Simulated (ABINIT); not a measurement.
A run of ABINIT 10.8.3 (patched build) is set up as follows.

File run.abi:

```
# Pseudopotentials
pp_dirpath "./"
pseudos "Ge.GGA_PBE-JTH.xml, Ga.GGA_PBE-JTH.xml"

# Structure
acell 4.0981702864 4.0981702864 4.0981702864 Angstrom
rprim
     0.0000000000     0.7071067812     0.7071067812
     0.7071067812     0.0000000000     0.7071067812
     0.7071067812     0.7071067812     0.0000000000
ntypat 2
znucl 32 31
natom 2
typat 1 2
xred
    -0.0072340000    -0.0102740000     0.0253490000
     0.2399690000     0.2466220000     0.2642740000
chkprim 0
chksymtnons 0
tolsym 1.0e-6

# Plane-wave basis
ecut 22.0
pawecutdg 44.0

# k points
kptopt 1
ngkpt 8 8 8
nshiftk 1
shiftk 0.0 0.0 0.0

# Exchange and correlation
ixc 11

# Bands and occupations
nband 18
occopt 3
tsmear 0.00183747

# SCF cycle
nstep 100
tolvrs 1.0e-9

# Output
iomode 3
prtwf 0
prtden 0
prteig 0
prtebands 0
```

Potentials or basis: JTH PAW PBE v2.0.

Launch:

```bash
$ abinit run.abi > log 2>&1
```

Q: What does it give for the band gap on the k mesh?

A: None (metal or under the smearing width).

Q: Estimate the pressure.

A: 0.0 GPa.

Q: Predict the largest force.

A: 0.211 eV/Å.

Stress tensor (GPa, compression positive):
```
 0.08 -0.29  1.08
-0.29 -0.04  0.30
 1.08  0.30  0.08
```
